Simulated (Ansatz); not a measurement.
# CaSe2: the cost of one run

Method: DFT PBE, scalar-relativistic, plane waves, PAW, in Ansatz 0.2.0.

## Step 1: Starting point

The structure is cubic, space group Fd-3m (No. 227). The conventional cell has a = 8.659 Å, b = 8.659 Å, c = 8.659 Å, α = 90.00°, β = 90.00°, γ = 90.00°. Ca (site symmetry -43m) has 12 Se at 3.59 Å and 4 Ca at 3.75 Å as nearest neighbours. Around Se (site symmetry -3m) lie 6 Se at 3.06 Å and 6 Ca at 3.59 Å.

As a file:

```xyz
6
Lattice="0.0000 4.3297 4.3297 4.3297 0.0000 4.3297 4.3297 4.3297 0.0000" Properties=species:S:1:pos:R:3 pbc="T T T"
Ca    0.0000    0.0000    0.0000
Ca    2.1649    2.1649    2.1649
Se    5.4121    5.4121    5.4121
Se    5.4121    3.2473    3.2473
Se    3.2473    3.2473    5.4121
Se    3.2473    5.4121    3.2473
```

This is candidate A: cubic Laves (C15) type (Fd-3m, No. 227).

(A quick probe on a coarse mesh, which set the mesh and smearing, is not shown.)

## Step 3: The relaxation (candidate A)

input.yaml

```yaml
crystal:
  lattice:
    - [0.0, 4.3297127421, 4.3297127421]
    - [4.3297127421, 0.0, 4.3297127421]
    - [4.3297127421, 4.3297127421, 0.0]
  atoms:
    - { symbol: Ca, position: [0.0, 0.0, 0.0] }
    - { symbol: Ca, position: [0.25, 0.25, 0.25] }
    - { symbol: Se, position: [0.625, 0.625, 0.625] }
    - { symbol: Se, position: [0.125, 0.625, 0.625] }
    - { symbol: Se, position: [0.625, 0.625, 0.125] }
    - { symbol: Se, position: [0.625, 0.125, 0.625] }
basis:
  ecutwfc: 420
kpoints:
  mp_grid: { grid: [8, 8, 8] }
hamiltonian:
  xc: pbe
scf:
  occupations: { method: gaussian, width: 0.1 }
output:
  forces: true
  stress: true
  eigenvalues: true
relax:
  adjacent_minimum: "off"
  f_tol: 0.01
  max_steps: 80
  cell: { stress_tol: 0.05 }
```

Run with:

```console
$ ansatz run input.yaml --threads 1 --pin off --max-ram 2560MiB --backend cpu --events-out ev --progress --plain --runs-dir out
```

What time and memory should one allow on 1 thread of Intel Xeon at 2.80GHz (Skylake/Cascade Lake), shared host?

About 40 s, with a peak of 0.58 GiB.
